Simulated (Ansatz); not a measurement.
# CH5NSn: one species, many methods

An exercise on one series of results from a longer session: the logs are not shown, and one member is left open.

Computed with Ansatz 0.2.0, Gaussian basis. Level: functionals in def2-TZVPP, the program's frozen cores in correlated methods.

The runs, in order: LDA (SPW92), PBE-D4, revPBE-D4, BLYP-D4, r2SCAN-D4, B97M-V, PBE0-D4, B3LYP-D4, r2SCANh-D4, r2SCAN0-D4, HSE06-D4, BHLYP-D4, CAM-B3LYP-D4, LC-ωPBE, ωB97X-V, ωB97M-V, B2PLYP, PBE-QIDH; CCSD(T)/def2-SVP; CCSD(T)/def2-TZVPP; MP2/def2-QZVPP; extrapolation to the limit; RPA on PBE.

## The geometry

An earlier PBE0-D4 in a triple-zeta def2 set relaxation fixed the geometry. Sn takes the def2 core potential; no spin-orbit term is included.

SMILES `C=[N][SnH3]`, 8 atoms, charge 0, spin multiplicity 1.

Atoms are counted from 1 here; the program's logs count them from 0.

Bond lengths: C1–N2 1.258 Å, C1–H4 1.099 Å, C1–H5 1.104 Å, N2–Sn3 2.056 Å, Sn3–H6 1.703 Å, Sn3–H7 1.716 Å, Sn3–H8 1.703 Å. Angles: N2–C1–H4 119.5°, N2–C1–H5 125.8°, H4–C1–H5 114.7°, C1–N2–Sn3 119.1°, N2–Sn3–H6 107.1°, N2–Sn3–H7 108.3°, N2–Sn3–H8 107.1°, H6–Sn3–H7 111.6°, H6–Sn3–H8 111.0°, H7–Sn3–H8 111.6°.

The first run:

Input file in.yaml:

```yaml
crystal:
  periodic: [false, false, false]
  atoms:
    - {symbol: C, position_ang: [-0.954916, 0.469524, -1.222867]}
    - {symbol: N, position_ang: [-1.044035, -0.016316, -0.066258]}
    - {symbol: Sn, position_ang: [0.675786, -0.402953, 0.992037]}
    - {symbol: H, position_ang: [-1.870310, 0.678675, -1.794087]}
    - {symbol: H, position_ang: [-0.016781, 0.718967, -1.748094]}
    - {symbol: H, position_ang: [0.601244, 0.520201, 2.421235]}
    - {symbol: H, position_ang: [2.017449, 0.044584, 0.021043]}
    - {symbol: H, position_ang: [0.683563, -2.069782, 1.341289]}
basis:
  gaussian: {orbitals: def2-TZVPP}
hamiltonian: {xc: lda}
output: {orbitals: {seedname: orbitals}}
```

Launch:

```console
$ ansatz run in.yaml --threads 2 --pin off --events-out ev --progress --plain --max-ram 4352MiB
```

Among the steps run: LDA; PBE-D4 (GGA); revPBE-D4 (GGA); BLYP-D4 (GGA); r2SCAN-D4 (meta-GGA); B97M-V (meta-GGA); PBE0-D4 (hybrid); B3LYP-D4 (hybrid); r2SCANh-D4 (hybrid); r2SCAN0-D4 (hybrid); HSE06-D4 (hybrid); BHLYP-D4 (hybrid); CAM-B3LYP-D4 (range-separated); LC-ωPBE (range-separated); ωB97X-V (range-separated); ωB97M-V (range-separated); B2PLYP (double hybrid); PBE-QIDH (double hybrid).

One of the session's tables, all rows but one given; the rest of the session is left out.

It belongs to the step «Frontier levels by functional». 

| functional | HOMO (eV) | gap (eV) |
| --- | --- | --- |
| LDA (SPW92) | -5.60 | 3.64 |
| PBE-D4 | -5.50 | 3.79 |
| revPBE-D4 | -5.46 | 3.83 |
| BLYP-D4 | -5.41 | 3.82 |
| r2SCAN-D4 | -5.73 | 4.26 |
| B97M-V | -5.88 | 4.49 |
| PBE0-D4 | -6.79 | 6.25 |
| B3LYP-D4 | ? | ? |
| r2SCANh-D4 | -6.22 | 5.18 |
| r2SCAN0-D4 | -6.96 | 6.55 |
| HSE06-D4 | -6.39 | 5.46 |
| BHLYP-D4 | -8.04 | 8.64 |
| CAM-B3LYP-D4 | -8.15 | 8.82 |
| LC-ωPBE | -9.44 | 11.27 |
| ωB97X-V | -9.13 | 10.83 |
| ωB97M-V | -9.04 | 10.38 |

Q: Estimate the row for B3LYP-D4 from the others.

Worked estimate for «HOMO (eV)». Against the share of exact exchange, BLYP-D4 (0, -5.41), BHLYP-D4 (0.5, -8.04) give a slope of -5.26 per unit share; at 0.2 the line stands at -6.46.

The run gave: HOMO (eV): -6.59; gap (eV): 5.78. In «HOMO (eV)» the line misses by +0.13.
